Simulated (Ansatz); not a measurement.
# SnSe: a strain scan

This session takes SnSe and sets out to strain the cell along the Voigt pattern (1, 0, 0, 0, 0, 0).

Program: Ansatz 0.2.0. Level of theory: DFT r2SCAN, scalar-relativistic, plane waves, PAW. These are calculated values, not measurements.

### 1 The system as given

The structure is cubic, space group Fm-3m (No. 225). The conventional cell has a = 6.020 Å, b = 6.020 Å, c = 6.020 Å, α = 90.00°, β = 90.00°, γ = 90.00°. Sn (site symmetry m-3m) has 6 Se at 3.01 Å as nearest neighbours. Se (site symmetry m-3m) is surrounded by 6 Sn at 3.01 Å.

Structure file:

```
Sn Se
1.0
     0.00000    3.01000    3.01000
     3.01000    0.00000    3.01000
     3.01000    3.01000    0.00000
Sn Se
1 1
Direct
  0.00000 0.00000 0.00000
  0.50000 0.50000 0.50000
```

No relaxation comes first: the listed cell is the starting point.

### 2 Zero of energy

The reference gives a free energy of -11517.5855 eV, pressure -0.03 GPa, largest force 0.000 eV/Å and gap on the mesh 0.46 eV. It was computed beforehand with the settings of the runs below.

### 3 The scan: a strain scan

The cell is strained by ε times the Voigt pattern (1, 0, 0, 0, 0, 0) (xx, yy, zz, yz, xz, xy; engineering shear), with fractional coordinates fixed (clamped ions). The stress on the pattern is the sum of the stress components weighted by it, tension positive.

### 4 Point ε = -0.0600

input.yaml reads:

```yaml
crystal:
  lattice:
    - [0.0, 3.01, 3.01]
    - [2.8294, 0.0, 3.01]
    - [2.8294, 3.01, 0.0]
  atoms:
    - { symbol: Sn, position: [0.0, 0.0, 0.0] }
    - { symbol: Se, position: [0.5, 0.5, 0.5] }
basis:
  ecutwfc: 500
kpoints:
  mp_grid: { grid: [10, 10, 10] }
hamiltonian:
  xc: r2scan
scf:
  occupations: { method: gaussian, width: 0.05 }
output:
  forces: true
  stress: true
  eigenvalues: true
  write_density: true
  write_potential: true
  elf: true
  volumetric_format: npy
```

Started as:

```sh
$ ansatz run input.yaml --threads 1 --pin off --max-ram 2560MiB --backend cpu --events-out ev --progress --plain --runs-dir out
```

Log (excerpt; [...] marks lines left out):

```text
Warning: RAYON_NUM_THREADS=1 ignored (pool sized by the plan → 1); use --threads N
[...]
Pseudopotentials: kind: paw
Pseudopotential: Sn, paw, valence charge 14, recommended cutoff 500 eV (meta_gga), Sn.paw.azcp
Pseudopotential: Se, paw, valence charge 16, recommended cutoff 500 eV (meta_gga), Se.paw.azcp
Functional definition: r2SCAN
[...]
Crystal: 2 atoms, lattice volume = 51.269 Å³
Basis set: ecut = 500 eV, 1299 PW (Γ), exchange–correlation on 128×128×128 points (64 copies of the dense FFT grid, shifted against one another)
Bands: 19, of which v1, the nominal top of the filled ones, is band 15 counted from 1 (14 counted from 0)
Symmetry: 16 space group operations
Space group: I4/mmm (ITA 139), of the structure as read, at distance tolerance 3.7e-5 Å
k-points: 102 of 1000
[...]
SCF iter   1: F=—  HF=-11517.467738 eV  |F-HF|=—  |Δ(HF+E_count)|=         —  Δρ=4.63e-3  dr2=1.41e-2  dr2_τ=2.51e-3  ethr=1.77e-3  ⟨swp⟩=5.9  Hψ=9499  notcnv=0
[...]
SCF iter   6: F=-11517.479839 eV  HF=-11517.479839 eV  |F-HF|=1.03e-8  |Δ(HF+E_count)|=   5.77e-8  Δρ=6.42e-6  dr2=1.70e-8  dr2_τ=3.22e-10  ethr=3.33e-10  ⟨swp⟩=9.4  Hψ=12854  notcnv=0
[...]
SCF converged after 6 iterations
Free energy (F): -11517.479839 eV
[...]
E sigma→0 (E₀):  -11517.479839 eV
Fermi energy:    10.380218 eV
[...]
--- Forces (eV/Å), atoms counted from 1 ---
  atom   1  Sn     0.00000000    -0.00000000    -0.00000000
  atom   2  Se    -0.00000000     0.00000000    -0.00000000
[...]
--- Stress (GPa, compression-positive) ---
       11.683161       0.000000      -0.000000
        0.000000       0.711629      -0.000000
       -0.000000      -0.000000       0.711629
  P = ⅓ Tr σ = 4.3688 GPa (43.688 kbar)
--- Band table (eV; the first three rows and the last of 102) ---
  k-point 0: bands = ["-38.8197", "-38.8132", "-38.8132", "-38.8118", "-38.8088", "-12.4778", "-12.4761", "-12.4642", "-12.4642", "-12.4621", "-5.0578", "5.1583", "6.8451", "7.5181", "7.5181", "14.2113", "14.2113", "15.9418", "15.9668"]
[...]
```

It took 17 s on 1 thread of Intel Xeon Platinum 8259CL at 2.50GHz (Skylake/Cascade Lake), shared host; peak memory 0.59 GiB.

The maps below are laid out on this run's own conventional cell (a, b, c = 4.257, 4.257, 5.659 Å).

Density in a lattice plane of the grid's cell (edges 4.26 and 5.66 Å, at 0.000 of the third edge), which holds Sn and Se.

Ten even steps from ' ' (0.02 e/Å³) to '@' (41.19 e/Å³):
```
::::..                          ..::
..                                  
                                    
                                    
                                    
                                    
                                    
..                                  
++--..                          ..--
@@**::                          ::**
++--..                          ..--
..                                  
                                    
                                    
                                    
                                    
                                    
..                                  
::::..                          ..::
==--..                          ..--
```
Columns run along the first of these edges and rows up along the second, over one cell in 18 and 20 even steps from the bottom left corner. Atoms in the plane (fractional): Sn at (0.00, 0.00), Se at (0.00, 0.50).

ELF in the same plane.

Values, 12 rows by 10 columns:
```
0.07 0.20 0.35 0.28 0.09 0.04 0.09 0.28 0.35 0.20
0.32 0.32 0.29 0.16 0.05 0.03 0.05 0.16 0.29 0.32
0.45 0.40 0.25 0.09 0.03 0.02 0.03 0.09 0.25 0.40
0.77 0.74 0.62 0.33 0.07 0.03 0.07 0.33 0.62 0.74
0.53 0.71 0.77 0.58 0.16 0.04 0.16 0.58 0.77 0.71
0.09 0.46 0.78 0.65 0.20 0.05 0.20 0.65 0.78 0.46
0.53 0.71 0.77 0.58 0.16 0.04 0.16 0.58 0.77 0.71
0.77 0.74 0.62 0.33 0.07 0.03 0.07 0.33 0.62 0.74
0.45 0.40 0.25 0.09 0.03 0.02 0.03 0.09 0.25 0.40
0.32 0.32 0.29 0.16 0.05 0.03 0.05 0.16 0.29 0.32
0.07 0.20 0.35 0.28 0.09 0.04 0.09 0.28 0.35 0.20
0.00 0.04 0.33 0.30 0.11 0.05 0.11 0.30 0.33 0.04
```
Columns run along the first of these edges and rows up along the second, over one cell in 10 and 12 even steps from the bottom left corner. Atoms in the plane (fractional): Sn at (0.00, 0.00), Se at (0.00, 0.50).

Both are smooth fields of the valence electrons: close to the nuclei they are not physical.

Maxima of ELF outside the ion cores: 0.79 in the shell around Se, 0.9 Å from Se.

### 5 ε = 0.0450

Changes to input.yaml since step 4:

```diff
@@ -3,4 +3,4 @@
     - [0.0, 3.01, 3.01]
-    - [2.8294, 0.0, 3.01]
-    - [2.8294, 3.01, 0.0]
+    - [3.14545, 0.0, 3.01]
+    - [3.14545, 3.01, 0.0]
   atoms:
@@ -20,5 +20 @@
   eigenvalues: true
-  write_density: true
-  write_potential: true
-  elf: true
-  volumetric_format: npy
```

Started as:

```sh
$ ansatz run input.yaml --threads 1 --pin off --max-ram 2560MiB --backend cpu --events-out ev --progress --plain --runs-dir out
```

Log (excerpt; [...] marks lines left out):

```text
Warning: RAYON_NUM_THREADS=1 ignored (pool sized by the plan → 1); use --threads N
[...]
[... 4 set-up lines as earlier in the session ...]
[...]
Crystal: 2 atoms, lattice volume = 56.996 Å³
Basis set: ecut = 500 eV, 1435 PW (Γ), exchange–correlation on 128×128×128 points (64 copies of the dense FFT grid, shifted against one another)
Bands: 19, of which v1, the nominal top of the filled ones, is band 15 counted from 1 (14 counted from 0)
[... 1 set-up line as earlier in the session ...]
Space group: I4/mmm (ITA 139), of the structure as read, at distance tolerance 3.8e-5 Å
k-points: 102 of 1000
[...]
SCF iter   1: F=—  HF=-11517.543876 eV  |F-HF|=—  |Δ(HF+E_count)|=         —  Δρ=4.71e-3  dr2=1.85e-2  dr2_τ=2.10e-3  ethr=1.77e-3  ⟨swp⟩=6.0  Hψ=9460  notcnv=0
[...]
SCF iter   6: F=-11517.546557 eV  HF=-11517.546557 eV  |F-HF|=2.92e-9  |Δ(HF+E_count)|=   7.03e-7  Δρ=1.17e-5  dr2=4.54e-8  dr2_τ=1.15e-9  ethr=3.33e-10  ⟨swp⟩=4.3  Hψ=9895  notcnv=0
[...]
SCF converged after 6 iterations
Free energy (F): -11517.546557 eV
[...]
E sigma→0 (E₀):  -11517.546557 eV
Entropy (-TS):   -0.000000 eV (-0.000 meV/atom)
Fermi energy:    8.737816 eV
[...]
--- Forces (eV/Å), atoms counted from 1 ---
  atom   1  Sn     0.00000000     0.00000000     0.00000000
  atom   2  Se     0.00000000     0.00000000    -0.00000000
[...]
--- Stress (GPa, compression-positive) ---
       -4.585176       0.000000      -0.000000
        0.000000      -0.574518      -0.000000
       -0.000000      -0.000000      -0.574518
  P = ⅓ Tr σ = -1.9114 GPa (-19.114 kbar)
--- Band table (eV; the first three rows and the last of 102) ---
  k-point 0: bands = ["-40.0942", "-40.0910", "-40.0892", "-40.0878", "-40.0878", "-14.0662", "-14.0641", "-14.0641", "-14.0494", "-14.0430", "-5.8500", "3.1875", "5.9270", "5.9270", "6.3343", "12.1071", "13.1115", "13.1115", "14.4677"]
[...]
```

Wall time 18 s (1 thread of Intel Xeon Platinum 8259CL at 2.50GHz (Skylake/Cascade Lake), shared host); peak memory 0.6 GiB.

### 6 Point ε = -0.0300

Changes to input.yaml since step 5:

```diff
@@ -3,4 +3,4 @@
     - [0.0, 3.01, 3.01]
-    - [3.14545, 0.0, 3.01]
-    - [3.14545, 3.01, 0.0]
+    - [2.9197, 0.0, 3.01]
+    - [2.9197, 3.01, 0.0]
   atoms:
```

Started as:

```sh
$ ansatz run input.yaml --threads 1 --pin off --max-ram 2560MiB --backend cpu --events-out ev --progress --plain --runs-dir out
```

Log (excerpt; [...] marks lines left out):

```text
[...]
SCF converged after 6 iterations
Free energy (F): -11517.562415 eV
[...]
E sigma→0 (E₀):  -11517.562415 eV
Fermi energy:    9.875299 eV
[...]
--- Forces (eV/Å), atoms counted from 1 ---
  atom   1  Sn     0.00000000     0.00000000     0.00000000
  atom   2  Se    -0.00000000     0.00000000    -0.00000000
[...]
--- Stress (GPa, compression-positive) ---
        4.849090       0.000000      -0.000000
        0.000000       0.334295      -0.000000
       -0.000000      -0.000000       0.334295
  P = ⅓ Tr σ = 1.8392 GPa (18.392 kbar)
--- Band table (eV; the first three rows and the last of 102) ---
  k-point 0: bands = ["-39.2114", "-39.2079", "-39.2068", "-39.2068", "-39.2048", "-12.9566", "-12.9552", "-12.9491", "-12.9491", "-12.9442", "-5.2863", "4.5308", "6.7095", "7.0282", "7.0282", "13.8787", "13.8787", "14.6842", "15.5915"]
[...]
```

It took 20 s on 1 thread of Intel Xeon Platinum 8259CL at 2.50GHz (Skylake/Cascade Lake), shared host; peak memory 0.61 GiB.

### 7 Point ε = 0.0150

Changes to input.yaml since step 6:

```diff
@@ -3,4 +3,4 @@
     - [0.0, 3.01, 3.01]
-    - [2.9197, 0.0, 3.01]
-    - [2.9197, 3.01, 0.0]
+    - [3.05515, 0.0, 3.01]
+    - [3.05515, 3.01, 0.0]
   atoms:
```

Started as:

```sh
$ ansatz run input.yaml --threads 1 --pin off --max-ram 2560MiB --backend cpu --events-out ev --progress --plain --runs-dir out
```

Log (excerpt; [...] marks lines left out):

```text
Warning: RAYON_NUM_THREADS=1 ignored (pool sized by the plan → 1); use --threads N
[...]
[... 4 set-up lines as earlier in the session ...]
[...]
Crystal: 2 atoms, lattice volume = 55.360 Å³
Basis set: ecut = 500 eV, 1419 PW (Γ), exchange–correlation on 128×128×128 points (64 copies of the dense FFT grid, shifted against one another)
Bands: 19, of which v1, the nominal top of the filled ones, is band 15 counted from 1 (14 counted from 0)
[... 2 set-up lines as earlier in the session ...]
k-points: 102 of 1000
[...]
SCF iter   1: F=—  HF=-11517.575622 eV  |F-HF|=—  |Δ(HF+E_count)|=         —  Δρ=4.60e-3  dr2=1.62e-2  dr2_τ=2.07e-3  ethr=1.77e-3  ⟨swp⟩=5.9  Hψ=9350  notcnv=0
[...]
SCF iter   6: F=-11517.580522 eV  HF=-11517.580522 eV  |F-HF|=8.48e-9  |Δ(HF+E_count)|=   3.41e-7  Δρ=5.51e-6  dr2=1.26e-8  dr2_τ=3.06e-10  ethr=3.33e-10  ⟨swp⟩=4.2  Hψ=10040  notcnv=0
[...]
SCF converged after 6 iterations
Free energy (F): -11517.580522 eV
[...]
E sigma→0 (E₀):  -11517.580522 eV
Fermi energy:    9.194192 eV
[...]
--- Forces (eV/Å), atoms counted from 1 ---
  atom   1  Sn     0.00000000     0.00000000    -0.00000000
  atom   2  Se     0.00000000    -0.00000000    -0.00000000
[...]
--- Stress (GPa, compression-positive) ---
       -1.870729       0.000000      -0.000000
        0.000000      -0.212658      -0.000000
       -0.000000      -0.000000      -0.212658
  P = ⅓ Tr σ = -0.7653 GPa (-7.653 kbar)
--- Band table (eV; the first three rows and the last of 102) ---
  k-point 0: bands = ["-39.7570", "-39.7553", "-39.7538", "-39.7528", "-39.7528", "-13.6348", "-13.6348", "-13.6326", "-13.6303", "-13.6255", "-5.6263", "3.6899", "6.3467", "6.3467", "6.4921", "13.0480", "13.4089", "13.4089", "14.9793"]
[...]
```

Wall time 15 s (1 thread of Intel Xeon Platinum 8259CL at 2.50GHz (Skylake/Cascade Lake), shared host); peak memory 0.61 GiB.

### 8 Point ε = 0.0600

Changes to input.yaml since step 7:

```diff
@@ -3,4 +3,4 @@
     - [0.0, 3.01, 3.01]
-    - [3.05515, 0.0, 3.01]
-    - [3.05515, 3.01, 0.0]
+    - [3.1906, 0.0, 3.01]
+    - [3.1906, 3.01, 0.0]
   atoms:
```

Started as:

```sh
$ ansatz run input.yaml --threads 1 --pin off --max-ram 2560MiB --backend cpu --events-out ev --progress --plain --runs-dir out
```

Log (excerpt; [...] marks lines left out):

```text
Warning: RAYON_NUM_THREADS=1 ignored (pool sized by the plan → 1); use --threads N
[...]
[... 4 set-up lines as earlier in the session ...]
[...]
Crystal: 2 atoms, lattice volume = 57.814 Å³
Basis set: ecut = 500 eV, 1459 PW (Γ), exchange–correlation on 128×128×128 points (64 copies of the dense FFT grid, shifted against one another)
Bands: 19, of which v1, the nominal top of the filled ones, is band 15 counted from 1 (14 counted from 0)
[... 1 set-up line as earlier in the session ...]
Space group: I4/mmm (ITA 139), of the structure as read, at distance tolerance 3.9e-5 Å
k-points: 102 of 1000
[...]
SCF iter   1: F=—  HF=-11517.518959 eV  |F-HF|=—  |Δ(HF+E_count)|=         —  Δρ=4.77e-3  dr2=1.99e-2  dr2_τ=2.14e-3  ethr=1.77e-3  ⟨swp⟩=6.0  Hψ=9491  notcnv=0
[...]
SCF iter   6: F=-11517.520600 eV  HF=-11517.520600 eV  |F-HF|=1.70e-8  |Δ(HF+E_count)|=   3.68e-7  Δρ=8.58e-6  dr2=2.31e-8  dr2_τ=7.52e-10  ethr=3.33e-10  ⟨swp⟩=4.0  Hψ=9360  notcnv=0
[...]
SCF converged after 6 iterations
Free energy (F): -11517.520600 eV
[...]
E sigma→0 (E₀):  -11517.520600 eV
Entropy (-TS):   -0.000000 eV (-0.000 meV/atom)
Fermi energy:    8.522987 eV
[...]
--- Forces (eV/Å), atoms counted from 1 ---
  atom   1  Sn    -0.00000000    -0.00000000    -0.00000000
  atom   2  Se     0.00000000    -0.00000000     0.00000000
[...]
--- Stress (GPa, compression-positive) ---
       -5.541226       0.000000      -0.000000
        0.000000      -0.755213      -0.000000
       -0.000000      -0.000000      -0.755213
  P = ⅓ Tr σ = -2.3506 GPa (-23.506 kbar)
--- Band table (eV; the first three rows and the last of 102) ---
  k-point 0: bands = ["-40.2550", "-40.2518", "-40.2483", "-40.2475", "-40.2475", "-14.2747", "-14.2701", "-14.2701", "-14.2500", "-14.2429", "-5.9609", "2.9519", "5.7269", "5.7269", "6.2503", "11.6780", "12.9670", "12.9670", "14.2253"]
[...]
```

Run time: 15 s. Hardware: 1 thread of Intel Xeon Platinum 8259CL at 2.50GHz (Skylake/Cascade Lake), shared host; peak memory 0.61 GiB.

### 9 At ε = -0.0450

Changes to input.yaml since step 8:

```diff
@@ -3,4 +3,4 @@
     - [0.0, 3.01, 3.01]
-    - [3.1906, 0.0, 3.01]
-    - [3.1906, 3.01, 0.0]
+    - [2.87455, 0.0, 3.01]
+    - [2.87455, 3.01, 0.0]
   atoms:
```

Started as:

```sh
$ ansatz run input.yaml --threads 1 --pin off --max-ram 2560MiB --backend cpu --events-out ev --progress --plain --runs-dir out
```

Log (excerpt; [...] marks lines left out):

```text
[...]
SCF converged after 6 iterations
Free energy (F): -11517.529841 eV
[...]
E sigma→0 (E₀):  -11517.529841 eV
Fermi energy:    10.095734 eV
[...]
--- Forces (eV/Å), atoms counted from 1 ---
  atom   1  Sn     0.00000000     0.00000000     0.00000000
  atom   2  Se     0.00000000     0.00000000     0.00000000
[...]
--- Stress (GPa, compression-positive) ---
        7.995661       0.000000       0.000000
        0.000000       0.520507       0.000000
        0.000000      -0.000000       0.520507
  P = ⅓ Tr σ = 3.0122 GPa (30.122 kbar)
--- Band table (eV; the first three rows and the last of 102) ---
  k-point 0: bands = ["-39.0183", "-39.0128", "-39.0128", "-39.0128", "-39.0097", "-12.7196", "-12.7195", "-12.7093", "-12.7093", "-12.7052", "-5.1722", "4.8374", "6.7781", "7.2696", "7.2696", "14.0429", "14.0429", "15.2953", "15.7747"]
[...]
```

It took 14 s on 1 thread of Intel Xeon Platinum 8259CL at 2.50GHz (Skylake/Cascade Lake), shared host; peak memory 0.61 GiB.

### 10 At ε = 0.0300

Changes to input.yaml since step 9:

```diff
@@ -3,4 +3,4 @@
     - [0.0, 3.01, 3.01]
-    - [2.87455, 0.0, 3.01]
-    - [2.87455, 3.01, 0.0]
+    - [3.1003, 0.0, 3.01]
+    - [3.1003, 3.01, 0.0]
   atoms:
```

Started as:

```sh
$ ansatz run input.yaml --threads 1 --pin off --max-ram 2560MiB --backend cpu --events-out ev --progress --plain --runs-dir out
```

Log (excerpt; [...] marks lines left out):

```text
[...]
SCF converged after 6 iterations
Free energy (F): -11517.566995 eV
[...]
E sigma→0 (E₀):  -11517.566995 eV
Fermi energy:    8.961475 eV
[...]
--- Forces (eV/Å), atoms counted from 1 ---
  atom   1  Sn     0.00000000    -0.00000000    -0.00000000
  atom   2  Se     0.00000000    -0.00000000    -0.00000000
[...]
--- Stress (GPa, compression-positive) ---
       -3.374406       0.000000       0.000000
        0.000000      -0.393730       0.000000
        0.000000       0.000000      -0.393730
  P = ⅓ Tr σ = -1.3873 GPa (-13.873 kbar)
--- Band table (eV; the first three rows and the last of 102) ---
  k-point 0: bands = ["-39.9281", "-39.9250", "-39.9248", "-39.9229", "-39.9229", "-13.8524", "-13.8524", "-13.8522", "-13.8429", "-13.8373", "-5.7385", "3.4333", "6.1335", "6.1335", "6.4148", "12.5634", "13.2587", "13.2587", "14.7189"]
[...]
```

It took 13 s on 1 thread of Intel Xeon Platinum 8259CL at 2.50GHz (Skylake/Cascade Lake), shared host; peak memory 0.61 GiB.

### 11 At ε = -0.0150

Changes to input.yaml since step 10:

```diff
@@ -3,4 +3,4 @@
     - [0.0, 3.01, 3.01]
-    - [3.1003, 0.0, 3.01]
-    - [3.1003, 3.01, 0.0]
+    - [2.96485, 0.0, 3.01]
+    - [2.96485, 3.01, 0.0]
   atoms:
```

Started as:

```sh
$ ansatz run input.yaml --threads 1 --pin off --max-ram 2560MiB --backend cpu --events-out ev --progress --plain --runs-dir out
```

Log (excerpt; [...] marks lines left out):

```text
[...]
SCF converged after 6 iterations
Free energy (F): -11517.580192 eV
[...]
E sigma→0 (E₀):  -11517.580192 eV
Fermi energy:    9.658176 eV
[...]
--- Forces (eV/Å), atoms counted from 1 ---
  atom   1  Sn    -0.00000000     0.00000000     0.00000000
  atom   2  Se     0.00000000    -0.00000000     0.00000000
[...]
--- Stress (GPa, compression-positive) ---
        2.191479       0.000000      -0.000000
        0.000000       0.150778       0.000000
       -0.000000       0.000000       0.150778
  P = ⅓ Tr σ = 0.8310 GPa (8.310 kbar)
--- Band table (eV; the first three rows and the last of 102) ---
  k-point 0: bands = ["-39.3987", "-39.3970", "-39.3949", "-39.3949", "-39.3939", "-13.1873", "-13.1847", "-13.1833", "-13.1833", "-13.1786", "-5.4002", "4.2379", "6.6391", "6.7939", "6.7939", "13.7186", "13.7186", "14.1070", "15.4165"]
[...]
```

Wall time 14 s (1 thread of Intel Xeon Platinum 8259CL at 2.50GHz (Skylake/Cascade Lake), shared host); peak memory 0.61 GiB.

### 12 Point ε = 0.0525

Changes to input.yaml since step 11:

```diff
@@ -3,4 +3,4 @@
     - [0.0, 3.01, 3.01]
-    - [2.96485, 0.0, 3.01]
-    - [2.96485, 3.01, 0.0]
+    - [3.168025, 0.0, 3.01]
+    - [3.168025, 3.01, 0.0]
   atoms:
```

Started as:

```sh
$ ansatz run input.yaml --threads 1 --pin off --max-ram 2560MiB --backend cpu --events-out ev --progress --plain --runs-dir out
```

Log (excerpt; [...] marks lines left out):

```text
[...]
SCF converged after 6 iterations
Free energy (F): -11517.534188 eV
[...]
E sigma→0 (E₀):  -11517.534188 eV
Entropy (-TS):   -0.000000 eV (-0.000 meV/atom)
Fermi energy:    8.629315 eV
[...]
--- Forces (eV/Å), atoms counted from 1 ---
  atom   1  Sn     0.00000000     0.00000000     0.00000000
  atom   2  Se     0.00000000     0.00000000    -0.00000000
[...]
--- Stress (GPa, compression-positive) ---
       -5.092823       0.000000       0.000000
        0.000000      -0.664861       0.000000
        0.000000       0.000000      -0.664861
  P = ⅓ Tr σ = -2.1408 GPa (-21.408 kbar)
--- Band table (eV; the first three rows and the last of 102) ---
  k-point 0: bands = ["-40.1752", "-40.1720", "-40.1694", "-40.1683", "-40.1683", "-14.1711", "-14.1678", "-14.1678", "-14.1504", "-14.1436", "-5.9056", "3.0685", "5.8261", "5.8261", "6.2927", "11.8892", "13.0389", "13.0389", "14.3454"]
[...]
```

Run time: 14 s. Hardware: 1 thread of Intel Xeon Platinum 8259CL at 2.50GHz (Skylake/Cascade Lake), shared host; peak memory 0.61 GiB.

### 13 Results of the scan

All points in order; energies are free energies above the reference cell:

```csv
ε,ΔE (meV/atom),stress on the pattern (GPa),pressure (GPa),gap on the mesh (eV)
-0.0600,52.8,-11.68,4.4,0.40
-0.0450,27.8,-8.00,3.0,0.50
-0.0300,11.6,-4.85,1.8,0.49
-0.0150,2.7,-2.19,0.8,0.48
0.0000,0.0,0.03,0.0,0.46
0.0150,2.5,1.87,-0.8,0.39
0.0300,9.3,3.37,-1.4,0.35
0.0450,19.5,4.59,-1.9,0.31
0.0525,25.7,5.09,-2.1,0.30
0.0600,32.5,5.54,-2.4,0.28
```

### 14 Results

```
                                  quantity    value
slope of the stress at ε = 0, over ±0.0150  135 GPa
```

In words: From the stress slope, C11 is about 135 GPa with the ions clamped; letting the atoms relax could not make it stiffer. No sampled point lies below the undisturbed cell. Compression costs more than tension: 52.8 against 32.5 meV/atom at the ends. The gap on the mesh stays between 0.28 and 0.50 eV.
